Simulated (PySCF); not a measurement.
**Zn, Zn+: ionisation energy in 6-31G***

Wanted: the ionisation energy of zinc, up a ladder of methods.

The numbers are computed with PySCF 2.14.0 (unrestricted determinants in a Gaussian basis, no spin-orbit coupling in the energies), except any that are marked as measured or tabulated.

### Step 1. The atom as given

* Element: zinc (Z = 30)
* Basis: 6-31G*
* Hamiltonian: the non-relativistic Hamiltonian (point nucleus)
* State 1: Zn: [Ar] 3d10 4s2, closed-shell 1S
* State 2: Zn+: [Ar] 3d10 4s1, 2S determinant
* Methods: UHF, M06-L, MN15, MP2, CCSD(T)
* Core shells frozen in the correlated runs: valence: [Ar] (for Zn)

The outer shells:

Zn [Ar] 3d10 4s2
```
[Ar] core
3d [↑↓][↑↓][↑↓][↑↓][↑↓]
4s [↑↓]
```

Zn+ [Ar] 3d10 4s1
```
[Ar] core
3d [↑↓][↑↓][↑↓][↑↓][↑↓]
4s [↑ ]
```

The runs were made by one driver on top of PySCF. The scripts below sum up each run's settings (the driver also hands on starting orbitals that pick excited configurations, and frozen orbitals as a list rather than a count), and the logs come from the driver's own runs. The driver starts from symmetry-adapted Hartree-Fock orbitals, holds the occupation by maximum overlap and uses a logarithmic radial grid for functionals, so a plain start would take other cycles.

It was started by

```bash
$ OMP_NUM_THREADS=1 python atomrun2.py TASK.json OUT
```

The integrals over 34 functions and the set-up took 0.08 s of CPU time.

### Step 2. Zn

#### UHF

Input file input.py:

```python
from pyscf import gto, scf, dft, mp, cc
import basis_set_exchange as bse
mol = gto.M(atom="Zn 0 0 0", charge=0, spin=0, symmetry="D2h",
            basis=gto.basis.parse(bse.get_basis("6-31G*", elements=["Zn"], fmt="nwchem", header=False)))
mf = scf.UHF(mol)
mf.irrep_nelec = {'Ag': (6, 6), 'B1g': (1, 1), 'B2g': (1, 1), 'B3g': (1, 1), 'B1u': (2, 2), 'B2u': (2, 2), 'B3u': (2, 2)}
mf.kernel()
```

#### M06-L

input.py, as changed from the run before:

```diff
@@ -4,3 +4,3 @@
             basis=gto.basis.parse(bse.get_basis("6-31G*", elements=["Zn"], fmt="nwchem", header=False)))
-mf = scf.UHF(mol)
+mf = dft.UKS(mol, xc="M06L")
 mf.irrep_nelec = {'Ag': (6, 6), 'B1g': (1, 1), 'B2g': (1, 1), 'B3g': (1, 1), 'B1u': (2, 2), 'B2u': (2, 2), 'B3u': (2, 2)}
```

#### MN15

input.py, as changed from the run before:

```diff
@@ -4,3 +4,3 @@
             basis=gto.basis.parse(bse.get_basis("6-31G*", elements=["Zn"], fmt="nwchem", header=False)))
-mf = dft.UKS(mol, xc="M06L")
+mf = dft.UKS(mol, xc="MN15")
 mf.irrep_nelec = {'Ag': (6, 6), 'B1g': (1, 1), 'B2g': (1, 1), 'B3g': (1, 1), 'B1u': (2, 2), 'B2u': (2, 2), 'B3u': (2, 2)}
```

#### MP2 (valence)

input.py, as changed from the run before:

```diff
@@ -4,4 +4,5 @@
             basis=gto.basis.parse(bse.get_basis("6-31G*", elements=["Zn"], fmt="nwchem", header=False)))
-mf = dft.UKS(mol, xc="MN15")
+mf = scf.UHF(mol)
 mf.irrep_nelec = {'Ag': (6, 6), 'B1g': (1, 1), 'B2g': (1, 1), 'B3g': (1, 1), 'B1u': (2, 2), 'B2u': (2, 2), 'B3u': (2, 2)}
 mf.kernel()
+mp.UMP2(mf, frozen=9).kernel()
```

#### CCSD(T) (valence)

input.py, as changed from the run before:

```diff
@@ -7,2 +7,3 @@
 mf.kernel()
-mp.UMP2(mf, frozen=9).kernel()
+mycc = cc.CCSD(mf, frozen=9).run()
+mycc.ccsd_t()
```

### Step 3. Zn+

#### UHF

Input file input.py:

```python
from pyscf import gto, scf, dft, mp, cc
import basis_set_exchange as bse
mol = gto.M(atom="Zn 0 0 0", charge=1, spin=1, symmetry="D2h",
            basis=gto.basis.parse(bse.get_basis("6-31G*", elements=["Zn"], fmt="nwchem", header=False)))
mf = scf.UHF(mol)
mf.irrep_nelec = {'Ag': (6, 5), 'B1g': (1, 1), 'B2g': (1, 1), 'B3g': (1, 1), 'B1u': (2, 2), 'B2u': (2, 2), 'B3u': (2, 2)}
mf.kernel()
```

#### M06-L

input.py, as changed from the run before:

```diff
@@ -4,3 +4,3 @@
             basis=gto.basis.parse(bse.get_basis("6-31G*", elements=["Zn"], fmt="nwchem", header=False)))
-mf = scf.UHF(mol)
+mf = dft.UKS(mol, xc="M06L")
 mf.irrep_nelec = {'Ag': (6, 5), 'B1g': (1, 1), 'B2g': (1, 1), 'B3g': (1, 1), 'B1u': (2, 2), 'B2u': (2, 2), 'B3u': (2, 2)}
```

#### MN15

input.py, as changed from the run before:

```diff
@@ -4,3 +4,3 @@
             basis=gto.basis.parse(bse.get_basis("6-31G*", elements=["Zn"], fmt="nwchem", header=False)))
-mf = dft.UKS(mol, xc="M06L")
+mf = dft.UKS(mol, xc="MN15")
 mf.irrep_nelec = {'Ag': (6, 5), 'B1g': (1, 1), 'B2g': (1, 1), 'B3g': (1, 1), 'B1u': (2, 2), 'B2u': (2, 2), 'B3u': (2, 2)}
```

#### MP2 (valence)

input.py, as changed from the run before:

```diff
@@ -4,4 +4,5 @@
             basis=gto.basis.parse(bse.get_basis("6-31G*", elements=["Zn"], fmt="nwchem", header=False)))
-mf = dft.UKS(mol, xc="MN15")
+mf = scf.UHF(mol)
 mf.irrep_nelec = {'Ag': (6, 5), 'B1g': (1, 1), 'B2g': (1, 1), 'B3g': (1, 1), 'B1u': (2, 2), 'B2u': (2, 2), 'B3u': (2, 2)}
 mf.kernel()
+mp.UMP2(mf, frozen=9).kernel()
```

#### CCSD(T) (valence)

input.py, as changed from the run before:

```diff
@@ -7,2 +7,3 @@
 mf.kernel()
-mp.UMP2(mf, frozen=9).kernel()
+mycc = cc.CCSD(mf, frozen=9).run()
+mycc.ccsd_t()
```

Q: Predict the outcome of this session.

As calculated:

| quantity | value |
| --- | --- |
| ionisation energy, Zn | UHF 7.401, CCSD(T) (valence) 8.484 eV; reference 9.394 |

Accuracy against cost (mean over 1 difference):

```tsv
method	mean absolute miss against CCSD(T) (valence) (eV)	CPU time, both states (s)
UHF	1.083	0.1
M06-L	0.032	0.68
MN15	0.146	0.74
MP2 (valence)	0.252	0.12
SCS-MP2 (valence)	0.193	0.12
CCSD (valence)	0.038	
CCSD(T) (valence)	0.000	0.39
```

What this shows: The methods span 1.229 eV, from UHF (7.401) to MN15 (8.630). The reference is uncertain or not like for like (spin-orbit coupling or other relativistic terms), so no ranking of close methods is drawn. The basis is finite, and no extrapolation was made. The dearest level timed, MN15, costs 7.4 times the cheapest, UHF, and differs from CCSD(T) (valence) by 0.15 against 1.08 eV; CCSD(T) (valence) in this basis is a yardstick, not the exact answer.
